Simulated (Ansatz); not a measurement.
Geometry optimisation, DFT LDA, scalar-relativistic, plane waves, PAW (Ansatz).

The input (input.yaml):

```yaml
crystal:
  lattice:
    - [8.1, 0.0, 0.0]
    - [0.0, 8.1, 0.0]
    - [0.0, 0.0, 8.1]
  atoms:
    - { symbol: Al, position: [0.5, 0.0, 0.0] }
    - { symbol: Al, position: [0.75, 0.25, 0.0] }
    - { symbol: Al, position: [0.75, 0.0, 0.25] }
    - { symbol: Al, position: [0.0, 0.0, 0.0] }
    - { symbol: Al, position: [0.25, 0.25, 0.0] }
    - { symbol: Al, position: [0.5, 0.5, 0.0] }
    - { symbol: Al, position: [0.75, 0.75, 0.0] }
    - { symbol: Al, position: [0.25, 0.0, 0.25] }
    - { symbol: Al, position: [0.5, 0.25, 0.25] }
    - { symbol: Al, position: [0.75, 0.5, 0.25] }
    - { symbol: Al, position: [0.5, 0.0, 0.5] }
    - { symbol: Al, position: [0.75, 0.25, 0.5] }
    - { symbol: Al, position: [0.75, 0.0, 0.75] }
    - { symbol: Al, position: [0.0, 0.5, 0.0] }
    - { symbol: Al, position: [0.25, 0.75, 0.0] }
    - { symbol: Al, position: [0.0, 0.25, 0.25] }
    - { symbol: Al, position: [0.25, 0.5, 0.25] }
    - { symbol: Al, position: [0.5, 0.75, 0.25] }
    - { symbol: Al, position: [0.0, 0.0, 0.5] }
    - { symbol: Al, position: [0.25, 0.25, 0.5] }
    - { symbol: Al, position: [0.5, 0.5, 0.5] }
    - { symbol: Al, position: [0.75, 0.75, 0.5] }
    - { symbol: Al, position: [0.25, 0.0, 0.75] }
    - { symbol: Al, position: [0.5, 0.25, 0.75] }
    - { symbol: Al, position: [0.75, 0.5, 0.75] }
    - { symbol: Al, position: [0.0, 0.75, 0.25] }
    - { symbol: Al, position: [0.0, 0.5, 0.5] }
    - { symbol: Al, position: [0.25, 0.75, 0.5] }
    - { symbol: Al, position: [0.0, 0.25, 0.75] }
    - { symbol: Al, position: [0.25, 0.5, 0.75] }
    - { symbol: Al, position: [0.5, 0.75, 0.75] }
    - { symbol: Al, position: [0.0, 0.75, 0.75] }
    - { symbol: H, position: [0.6207569, 0.6252995, 0.1340307] }
basis:
  ecutwfc: 420.0
kpoints:
  mp_grid: { grid: [3, 3, 3] }
hamiltonian:
  xc: lda
scf:
  occupations: { method: gaussian, width: 0.15 }
  lower_state_search: "off"
relax:
  f_tol: 0.03
  max_steps: 60
  adjacent_minimum: "off"
```

Command:

```bash
$ ansatz run input.yaml --threads 4 --pin off --max-ram 10240MiB --backend cpu --events-out ev --progress --plain --runs-dir out
```

Q: Where does it end, and by what steps?

A: The forces met the threshold. Limits of this set-up: coarse k mesh, odd electron count without spin, a small cell, in which the defect meets its images, a typed lattice constant that wasn't relaxed here. After 3 steps the energy has fallen by 0.326 eV; Al18 moved furthest, 0.14 Å.

| step | energy less start (eV) | largest force component (eV/Å) | accepted |
| --- | --- | --- | --- |
| 0 | 0.0000 | 0.901 | yes |
| 1 | -0.2958 | 0.256 | yes |
| 2 | -0.3240 | 0.087 | yes |
| 3 | -0.3260 | 0.003 | yes |

```xyz
33
Lattice="8.1000 0.0000 0.0000 0.0000 8.1000 0.0000 0.0000 0.0000 8.1000" Properties=species:S:1:pos:R:3
Al 4.054 -0.007 0.007
Al 6.069 2.032 0.007
Al 6.069 -0.008 2.022
Al 0.018 0.019 -0.003
Al 2.005 2.006 -0.004
Al 3.973 3.974 -0.075
Al 6.150 6.151 -0.074
Al 2.004 0.020 2.032
Al 4.054 2.033 2.022
Al 6.151 3.973 2.104
Al 4.044 0.020 4.072
Al 6.080 2.005 4.072
Al 6.079 0.019 6.058
Al -0.008 4.055 0.007
Al 2.031 6.070 0.007
Al 0.019 2.005 2.032
Al 2.032 4.055 2.022
Al 3.971 6.153 2.104
Al -0.002 0.000 4.052
Al 2.025 2.026 4.052
Al 4.054 4.055 4.044
Al 6.069 6.070 4.045
Al 2.024 0.000 6.078
Al 4.044 2.005 6.057
Al 6.070 4.055 6.085
Al -0.009 6.070 2.023
Al 0.019 4.045 4.072
Al 2.004 6.081 4.072
Al -0.001 2.025 6.078
Al 2.004 4.045 6.057
Al 4.053 6.071 6.085
Al 0.019 6.080 6.057
H 5.060 5.063 1.017
```

Whether the end is a true minimum wasn't checked by a vibrational analysis.

Time of the run: 17 s on 4 threads of Intel(R) Xeon(R) 6975P-C (Granite Rapids) (shared host), peak memory 1.4 GiB.
